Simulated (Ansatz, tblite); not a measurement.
**(Cl)2Al-O-SiH3 (AlCl₂H₃OSi): one state, many levels**

One table from this session's results is given with a row withheld; the runs are named, their logs left out.

Method: as each input shows; program: Ansatz 0.2.0, Gaussian basis.

Plan: GFN1-xTB, GFN2-xTB, PBE-D4/def2-TZVP, r2SCAN-D4/def2-TZVP, CAM-B3LYP-D4/def2-TZVP, r2SCANh-D4/def2-TZVP, LDA/def2-TZVP, BHLYP-D4/def2-TZVP, ωB97X-V/def2-TZVP, HSE06-D4/def2-TZVP, PBE-QIDH/def2-TZVP, PBE-D4/def2-SVP, PBE0-D4/def2-SVP, PBE0-D4/def2-TZVPD, PBE-D4/def2-TZVPD, r2SCAN-D4/def2-TZVPD, CCSD(T)/def2-TZVPP, MP2/def2-TZVP, RPA/def2-TZVP.

**The structure**

The geometry is that of the singlet, from an earlier relaxation (r2SCAN-D4/def2-SVP).

8 atoms, charge 0, spin multiplicity 1.

Bond lengths: Al1–Cl2 2.084 Å, Al1–Cl3 2.084 Å, Al1–O4 1.676 Å, O4–Si5 1.655 Å, Si5–H6 1.492 Å, Si5–H7 1.492 Å, Si5–H8 1.492 Å. Angles: Cl2–Al1–Cl3 119.3°, Cl2–Al1–O4 120.3°, Cl3–Al1–O4 120.4°, Al1–O4–Si5 179.2°, O4–Si5–H6 109.7°, O4–Si5–H7 110.0°, O4–Si5–H8 109.7°, H6–Si5–H7 109.1°, H6–Si5–H8 109.3°, H7–Si5–H8 109.1°.

PBE0-D4/def2-TZVP was run before; its log isn't repeated, and its numbers join the tables.

The first run:

Tight binding, by tblite at 300 K electronic temperature and without a spin-polarisation term:

```python
tblite.interface.Calculator('GFN1-xTB', numbers, positions, charge=0, uhf=0).singlepoint()
```

Tight binding, by tblite at 300 K electronic temperature and without a spin-polarisation term:

```python
tblite.interface.Calculator('GFN2-xTB', numbers, positions, charge=0, uhf=0).singlepoint()
```

start.molden holds the orbitals of an earlier run on this state, given as this run's starting guess.

Contents of in.yaml:

```yaml
crystal:
  periodic: [false, false, false]
  atoms:
    - {symbol: Al, position_ang: [0.221070, -0.674242, -1.655398]}
    - {symbol: Cl, position_ang: [0.860530, 0.539229, -3.224655]}
    - {symbol: Cl, position_ang: [-0.166876, -2.689658, -2.018823]}
    - {symbol: O, position_ang: [0.021448, -0.035765, -0.118353]}
    - {symbol: Si, position_ang: [-0.186683, 0.574881, 1.405631]}
    - {symbol: H, position_ang: [-1.100797, 1.752938, 1.355426]}
    - {symbol: H, position_ang: [-0.780383, -0.465639, 2.295072]}
    - {symbol: H, position_ang: [1.131691, 0.998256, 1.961110]}
basis:
  gaussian: {orbitals: def2-TZVP, initial_orbitals: start.molden}
hamiltonian: {xc: pbe, dispersion: d4}
scf: {omitted_lower_state_checks: [starts]}
output: {orbitals: {seedname: orbitals}}
```

Started as:

```console
$ ansatz run in.yaml --threads 4 --pin off --events-out ev --progress --plain --max-ram 3916MiB
```

Among the steps run: PBE-D4/def2-TZVP; r2SCAN-D4/def2-TZVP; CAM-B3LYP-D4/def2-TZVP; r2SCANh-D4/def2-TZVP; LDA/def2-TZVP; BHLYP-D4/def2-TZVP; ωB97X-V/def2-TZVP; HSE06-D4/def2-TZVP; PBE-QIDH/def2-TZVP; PBE-D4/def2-SVP; PBE0-D4/def2-SVP; PBE0-D4/def2-TZVPD; PBE-D4/def2-TZVPD; r2SCAN-D4/def2-TZVPD; CCSD(T)/def2-TZVPP; MP2/def2-TZVP; RPA/def2-TZVP.

One table of the session follows, with a row left open; its other results are not shown here.

It belongs to the step «Levels side by side». 

| level | HOMO (eV) | gap (eV) |
| --- | --- | --- |
| LDA/def2-TZVP | -7.64 | 5.30 |
| PBE-D4/def2-SVP | -7.37 | 5.58 |
| PBE-D4/def2-TZVP | -7.53 | 5.48 |
| PBE-D4/def2-TZVPD | -7.57 | 5.36 |
| r2SCAN-D4/def2-TZVP | -7.90 | 6.29 |
| r2SCAN-D4/def2-TZVPD | -7.92 | 6.18 |
| r2SCANh-D4/def2-TZVP | ? | ? |
| PBE0-D4/def2-SVP | -8.87 | 7.93 |
| PBE0-D4/def2-TZVP | -8.98 | 7.79 |
| PBE0-D4/def2-TZVPD | -9.00 | 7.60 |
| HSE06-D4/def2-TZVP | -8.58 | 7.02 |
| BHLYP-D4/def2-TZVP | -10.33 | 9.97 |
| CAM-B3LYP-D4/def2-TZVP | -10.39 | 10.14 |
| ωB97X-V/def2-TZVP | -11.42 | 12.24 |

Q: Estimate the row for r2SCANh-D4/def2-TZVP from the others.

As computed: HOMO (eV): -8.43; gap (eV): 7.09. In the column «HOMO (eV)» it lies between HSE06-D4/def2-TZVP (-8.58) and r2SCAN-D4/def2-TZVPD (-7.92).
